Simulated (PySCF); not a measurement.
# Eu(SH)3: other functionals and bases at one geometry

The task here is to estimate one member of a computed series from the others.

Method: several levels, as the steps say, no spin–orbit coupling; program: PySCF 2.14.0.

1 further run of the same task is left out (for a known fault of the program).

**The system as given**

7 atoms, charge 0, spin multiplicity 1.

Bond lengths: Eu1–S2 2.612 Å, Eu1–S4 2.612 Å, Eu1–S6 2.612 Å, S2–H3 1.355 Å, S4–H5 1.355 Å, S6–H7 1.355 Å. Angles: S2–Eu1–S4 119.9°, S2–Eu1–S6 119.9°, S4–Eu1–S6 119.9°, Eu1–S2–H3 94.8°, Eu1–S4–H5 94.8°, Eu1–S6–H7 94.8°.

As a file:

```
Eu    0.0000    0.0000    0.9128
S     2.5799   -0.4061    0.9716
H     2.9027    0.9094    0.9651
S    -0.9382    2.4373    0.9716
H    -2.2389    2.0591    0.9651
S    -1.6417   -2.0312    0.9716
H    -0.6638   -2.9685    0.9651
```

Formal oxidation states: Eu +3. Each metal's 6 4f electrons lie in its core potential, so multiplicities, spins and levels count the valence alone. An earlier session relaxed this geometry at PBE0, Eu lcecp-1-SVP with ECP52, S def2-SVP, H def2-SVP (singlet, point group C3).

At PBE0 on the finer grid: E = -1231.047523 Eh, HOMO -7.37 eV, LUMO -2.45 eV, Mulliken charge on Eu1 +0.85 e, largest force component 0.009 eV/Å. 

Levels to run: r2SCAN; B3LYP; PBE0, TZVP. Hardware: 2 threads of Arm Neoverse V2, shared host.

Set-up of the first run:

run.py (the lines that set the calculation) reads:

```python
mol = gto.M(atom='''
Eu     0.00000     0.00000     0.91283
S      2.57987    -0.40613     0.97159
H      2.90267     0.90938     0.96509
S     -0.93822     2.43730     0.97159
H     -2.23888     2.05910     0.96509
S     -1.64165    -2.03117     0.97159
H     -0.66379    -2.96848     0.96509''',
    basis={'Eu': 'lcecp-1-SVP', 'S': 'def2-SVP', 'H': 'def2-SVP'},
    ecp={'Eu': 'lcecp-1-SVP'},
    charge=0, spin=0)
mf = dft.RKS(mol, xc='R2SCAN')
mf.grids.atom_grid = (75, 302)  # f atoms: unpruned, at least (60, 302)
mf = mf.density_fit()  # fitting sets: Eu AutoAux, S def2-universal-JKFIT, H def2-universal-JKFIT
mf.conv_tol = 1e-08; mf.max_cycle = 55
mf.kernel(dm0)  # dm0: the density of the relaxed state
```

Launch:

```
$ OMP_NUM_THREADS=2 python run.py
```

Steps of the session up to this table: r2SCAN; B3LYP; PBE0, TZVP.

One of the session's tables, all rows but one given; the rest of the session is left out.

```
              level  HOMO (eV)  gap (eV)  charge on Eu1 (e)  largest force component (eV/Å)
PBE0 (relaxed here)      -7.37      4.93               0.85                            0.01
             r2SCAN      -6.50      3.66               0.85                            0.09
              B3LYP      -7.07      4.35               0.76                            0.20
         PBE0, TZVP          ?         ?                  ?                               ?
```

Estimate the missing values for PBE0, TZVP.

As computed: HOMO (eV): -7.44; gap (eV): 4.99; charge on Eu1 (e): 1.26; largest force component (eV/Å): 0.21. In the column «HOMO (eV)» it is the lowest.

In one basis the HOMO–LUMO gap runs from 3.66 eV (r2SCAN) to 4.93 eV (PBE0). The largest leftover force, 0.21 eV/Å with PBE0, TZVP, stands at a geometry relaxed at another level. With 4f in the core, its levels are missing from HOMO and gap, and its count is fixed, so no charge can pass from the ligands into it. Total energies of different levels can't be compared.
